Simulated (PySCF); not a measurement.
**From one method to the next for GaS (quartet)**

Starting from one script, swap the method and compare what comes out for GaS (quartet).

Program: PySCF 2.14.0. Level of theory: each script names its method and basis. These are calculated values, not measurements.

4 further runs of the same task are left out: 4 that didn't finish.

## Step 1: Where the work starts

GaS (quartet): 2 atoms, charge 0, spin multiplicity 4.

Bond lengths: Ga1–S2 2.300 Å.

## Step 2: The base run

input.py

```python
from pyscf import gto, scf

mol = gto.M(
    atom='Ga 0 0 0; S 0 0 2.3',
    basis='6-31g*',
    charge=0,
    spin=3,
    verbose=3,
)
mf = scf.UHF(mol)
mf = mf.density_fit(auxbasis='def2-universal-jkfit')
mf.kernel()
mf.stability(internal=True, external=True)
mf.dip_moment()
print('orbital energies (hartree):', [e[max(0, n-3):n+3].round(4) for e, n in zip(mf.mo_energy, mol.nelec)])
```

Started as:

```sh
python input.py
```

## Step 3: MP2

Run 1 changes step after the SCF: stability → mp2; frozen orbitals: none → 14.

Changes to input.py since step 2:

```diff
@@ -1,2 +1,2 @@
-from pyscf import gto, scf
+from pyscf import gto, scf, mp
 
@@ -12,3 +12,3 @@
 mf.kernel()
-mf.stability(internal=True, external=True)
+mp.MP2(mf, frozen=14).kernel()
 mf.dip_moment()
```

## Step 4: MP2

Run 2 changes step after the SCF: stability → mp2.

Changes to input.py since step 2:

```diff
@@ -1,2 +1,2 @@
-from pyscf import gto, scf
+from pyscf import gto, scf, mp
 
@@ -12,3 +12,3 @@
 mf.kernel()
-mf.stability(internal=True, external=True)
+mp.MP2(mf).kernel()
 mf.dip_moment()
```

## Step 5: Population analysis

Run 3 changes step after the SCF: stability → analyze.

Changes to input.py since step 2:

```diff
@@ -12,4 +12,3 @@
 mf.kernel()
-mf.stability(internal=True, external=True)
-mf.dip_moment()
+mf.analyze()
 print('orbital energies (hartree):', [e[max(0, n-3):n+3].round(4) for e, n in zip(mf.mo_energy, mol.nelec)])
```

## Step 6: SCF alone

Run 4 changes step after the SCF: stability → none.

Changes to input.py since step 2:

```diff
@@ -12,3 +12,2 @@
 mf.kernel()
-mf.stability(internal=True, external=True)
 mf.dip_moment()
```

## Step 7: Lda,vwn (UKS)

Run 5 changes functional: none (Hartree–Fock) → lda,vwn; SCF type: UHF → UKS; step after the SCF: stability → analyze.

input.py

```python
from pyscf import gto, dft

mol = gto.M(
    atom='Ga 0 0 0; S 0 0 2.3',
    basis='6-31g*',
    charge=0,
    spin=3,
    verbose=3,
)
mf = dft.UKS(mol, xc='lda,vwn')
mf = mf.density_fit(auxbasis='def2-universal-jkfit')
mf.kernel()
mf.analyze()
print('orbital energies (hartree):', [e[max(0, n-3):n+3].round(4) for e, n in zip(mf.mo_energy, mol.nelec)])
```

## Step 8: CASCI (ROHF)

Run 6 changes step after the SCF: stability → casci; SCF type: UHF → ROHF; active space: none → 3 electrons in 4 orbitals.

input.py

```python
from pyscf import gto, scf, mcscf

mol = gto.M(
    atom='Ga 0 0 0; S 0 0 2.3',
    basis='6-31g*',
    charge=0,
    spin=3,
    verbose=3,
)
mf = scf.ROHF(mol)
mf = mf.density_fit(auxbasis='def2-universal-jkfit')
mf.kernel()
mc = mcscf.CASCI(mf, 4, 3)
mc.kernel()
mc.analyze()
mf.dip_moment()
print('orbital energies (hartree):', mf.mo_energy[..., max(0, mol.nelec[1]-3):mol.nelec[0]+3].round(4))
```

Q: Predict the outcome of this session. Wanted: for each run, E(SCF); from base; gap, α spin; SCF dipole; after the SCF.

**Answer**, as computed:

| run | E(SCF) (hartree) | from base (eV) | gap, α spin (eV) | SCF dipole (D) | after the SCF |
| --- | --- | --- | --- | --- | --- |
| base | -2320.419611 | 0 | 6.89 | 1.55 | unstable: UHF/UKS -> GHF/GKS |
| MP2 | -2320.419611 | 0.0000 | 6.89 | 1.55 | MP2 correlation -8.156 eV, core frozen |
| MP2 | -2320.419611 | 0.0000 | 6.89 | 1.55 | MP2 correlation -9.221 eV |
| population analysis | -2320.419611 | 0.0000 | 6.89 | 1.55 | n/a |
| SCF alone | -2320.419611 | 0.0000 | 6.89 | 1.55 | n/a |
| lda,vwn (UKS) | -2318.238102 | not comparable | 0.15 | 0.03 | n/a |
| CASCI (ROHF) | -2320.412530 | +0.1927 | n/a | 1.76 | n/a |

A lower total energy from another functional means nothing by itself.
